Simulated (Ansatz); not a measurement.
Turn this script for the Ansatz DFT code, driven from Python into the input file that the command-line program reads.

The script, `agcl.py`:
```python
# -*- coding: utf-8 -*-
"""A few tens of MD steps for AgCl."""

import json
import warnings

import ansatz as az
import numpy as np

warnings.simplefilter("ignore", az.DeckWarning)

lattice = az.Lattice.of(
    (0.0, 2.735, 2.735),
    (2.735, 0.0, 2.735),
    (2.735, 2.735, 0.0),
)
sites = [
    ("Ag", (0.0, 0.0, 0.0)),
    ("Cl", (0.5, 0.5, 0.5)),
]
cell = az.Crystal(lattice=lattice)
for symbol, position in sites:
    cell = cell.atom(symbol, position)

# a small cell and a short run: a test of the set-up, no statistics
model = (
    cell.supercell(2, 2, 1).calculation()
    .functional("pbe")
    .pseudopotentials("paw")
    .basis(35 * az.Ry)
    .kpoints(mesh=(2, 2, 2))
    .occupations(az.OccupationsMethod.FERMI_DIRAC)
    .md("nvt_nose_hoover", timestep=3.0, steps=20, temperature=800, initial_velocities="maxwell_boltzmann", seed=716)
)
outcome = model.run(events_out="stream.ndjson")
with open("stream.ndjson") as stream:
    events = [json.loads(line) for line in stream]
steps = [e["data"] for e in events if e["event"] == "md_step"]
data = outcome.report

for s in steps[::2]:
    print("%3d %7.1f fs  total %.4f eV  T %6.1f K" % (s["step"], s["time_fs"], s["lagrangian_ev"] + s["e_kin_ev"], s["temperature_k"]))

temperature = np.array([s["temperature_k"] for s in steps])
print(f"mean temperature of the second half {temperature[len(steps) // 2 :].mean():.1f} K")

print("last positions (A) and velocities (A/fs)")
for site, xyz, vel in zip(outcome.lattice.sites, steps[-1]["positions_ang"], steps[-1]["velocities_ang_fs"]):
    print(f"{site.symbol:2s}", " ".join(f"{v:8.4f}" for v in xyz), " ", " ".join(f"{v:9.5f}" for v in vel))

with open("trajectory.xyz", "w") as handle:
    for s in steps[::5]:
        handle.write(f"{len(s['positions_ang'])}\nt = {s['time_fs']} fs\n")
        for site, xyz in zip(outcome.lattice.sites, s["positions_ang"]):
            handle.write("{} {:.4f} {:.4f} {:.4f}\n".format(site.symbol, *xyz))
```

```console
$ python agcl.py
  0     0.0 fs  total -34682.1672 eV  T  800.0 K
  2     6.0 fs  total -34682.1672 eV  T  782.5 K
  4    12.0 fs  total -34682.1671 eV  T  729.4 K
  6    18.0 fs  total -34682.1665 eV  T  643.6 K
  8    24.0 fs  total -34682.1650 eV  T  534.9 K
 10    30.0 fs  total -34682.1626 eV  T  421.8 K
 12    36.0 fs  total -34682.1595 eV  T  329.8 K
 14    42.0 fs  total -34682.1559 eV  T  284.0 K
 16    48.0 fs  total -34682.1514 eV  T  297.6 K
 18    54.0 fs  total -34682.1450 eV  T  363.7 K
 20    60.0 fs  total -34682.1353 eV  T  457.2 K
mean temperature of the second half 349.4 K
last positions (A) and velocities (A/fs)
Ag   0.0222   0.0405  -0.0468     0.00027   0.00117  -0.00076
Cl   2.6772   2.5375   2.6885    -0.00099   0.00682  -0.00226
Ag   2.9013   0.1508   2.6277     0.00128  -0.00029  -0.00140
Cl   5.1274   2.7487   5.5568    -0.00301  -0.00498   0.00213
Ag   0.0682   2.6580   2.7565     0.00079  -0.00161  -0.00001
Cl   2.8426   5.6121   5.3052    -0.00248   0.00355  -0.00462
Ag   2.6125   2.6637   5.6392    -0.00155  -0.00075   0.00197
Cl   5.3546   5.3808   8.2179     0.00409  -0.00088   0.00534
```

`input.yaml`:
```yaml
crystal:
  lattice:
    - [0.0, 2.735, 2.735]
    - [2.735, 0.0, 2.735]
    - [2.735, 2.735, 0.0]
  atoms:
    - { symbol: Ag, position: [0.0, 0.0, 0.0] }
    - { symbol: Cl, position: [0.5, 0.5, 0.5] }
  supercell: [2, 2, 1]
basis:
  ecutwfc: 476.19925930478996
kpoints:
  mp_grid:
    grid: [2, 2, 2]
hamiltonian:
  xc: pbe
  pseudopotentials:
    kind: paw
scf:
  occupations:
    method: fermi_dirac
md:
  timestep: 3.0
  n_steps: 20
  ensemble: nvt_nose_hoover
  temperature: 800.0
  initial_velocities: maxwell_boltzmann
  seed: 716
```

What to keep in mind:
- Absolute energies stand on the zero of these potentials, so only differences at equal settings mean something. A total without «per atom» is that of the cell as typed.
- Energy and stress may still move on a finer k-point mesh.
- Of the deposited cell: the entry's cell lengths or inner coordinates differ somewhat from later room-temperature determinations.
- The structure is a deposited one; some such entries were measured under pressure or heat, so a shift against it needn't be the functional's error alone.
- A small cell, a coarse mesh and a very short run: it shows the set-up and gives no equilibrium averages.
- Processor time in the engine: 61 s on 1 thread of Intel(R) Xeon(R) Processor @ 2.30GHz, on a shared host, peak memory 0.78 GiB.

(A comment or docstring line of the script was reworded after the run, the code is as it ran; lines on the test bed's own set-up are left out of the output.)
